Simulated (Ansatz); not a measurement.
**GeOS: the band gap up the ladder of functionals**

The task here is to estimate one member of a computed series from the others.

Program: Ansatz 0.2.0. PAW datasets, plane waves. The cell comes from a prototype generator: it can be a known phase or a hypothetical one. Spin polarisation is off.

## The structure to begin with

The cell was relaxed beforehand with r2SCAN.

In-plane lattice: a = 3.158 Å, b = 3.158 Å, γ = 120.0°; thickness between the outer nuclei 2.32 Å. Ge has 3 O at 2.04 Å and 3 S at 2.31 Å; O has 3 Ge at 2.04 Å; S has 3 Ge at 2.31 Å.

As a file:

```
Ge O S
1.0
     3.15814    0.00000    0.00000
    -1.57907    2.73503    0.00000
     0.00000    0.00000   28.65269
Ge O S
1 1 1
Direct
  0.00000 0.00000 0.32002
  0.33333 0.66667 0.35167
  0.66667 0.33333 0.27063
```
Two periodic directions, a and b.

The first run:

The input, input.yaml:

```yaml
crystal:
  lattice:
    - [3.158135464, 0.0, 0.0]
    - [-1.579067732, 2.7350255404, 0.0]
    - [0.0, 0.0, 28.6526853976]
  atoms:
    - { symbol: Ge, position: [0.0, 0.0, 0.3200238476] }
    - { symbol: O, position: [0.3333333333, 0.6666666667, 0.3516694159] }
    - { symbol: S, position: [0.6666666667, 0.3333333333, 0.2706267887] }
  periodic: [true, true, false]
kpoints:
  mp_grid: { grid: [12, 12, 1] }
  band_path:
    path:
      - [0, 0, 0]
      - [0.5, 0, 0]
      - [0.3333333333333, 0.3333333333333, 0]
      - [0, 0, 0]
    npoints: 10
hamiltonian:
  xc: pbe
scf:
  occupations: { method: fermi_dirac, width: 0.02 }
  n_extra_bands: 4
output:
  forces: true
  stress: true
  eigenvalues: true
  write_density: true
  write_potential: true
  elf: true
  volumetric_format: npy
```

Command:

```console
ansatz run input.yaml --threads 4 --pin off --max-ram 5529MiB --backend cpu --events-out ev --progress --plain --runs-dir out
```

Steps of the session up to this table: PBE bands along the symmetry lines; r2SCAN at the same geometry; Single point with HSE06; PBE+SOC at the same geometry; PBE0; LDA; HSE06+SOC at the same geometry; LC-ωPBE at the same geometry; Single point with r2SCAN0.

One table of the session follows, with a row left open; its other results are not shown here.

| level | gap (eV) |
| --- | --- |
| PBE | 0.68 |
| r2SCAN | 1.05 |
| HSE06 | 1.62 |
| PBE+SOC | 0.64 |
| PBE0 | 2.33 |
| LDA | 0.55 |
| HSE06+SOC | 1.58 |
| LC-ωPBE | 6.51 |
| r2SCAN0 | ? |

Q: Estimate the row for r2SCAN0 from the others.

As computed: gap (eV): 2.59. In the column «gap (eV)» it lies between PBE0 (2.33) and LC-ωPBE (6.51).

Meshes: PBE 12×12×1, r2SCAN 12×12×1, HSE06 6×6×1, PBE+SOC 12×12×1, PBE0 6×6×1, LDA 12×12×1, HSE06+SOC 6×6×1, LC-ωPBE 6×6×1, r2SCAN0 6×6×1.

What this shows: LDA gives the least gap, 0.55 eV, and LC-ωPBE the largest, 6.51 eV. PBE reaches 42 % of the HSE06 value, and r2SCAN 65 %. PBE0 lies 0.71 eV above HSE06, which differs from it by screening the long-range exchange.

Caveats from the session: Warnings in the runs' records: xc potential rough in thin density, stress scf threshold loose, stress exchange threshold loose.
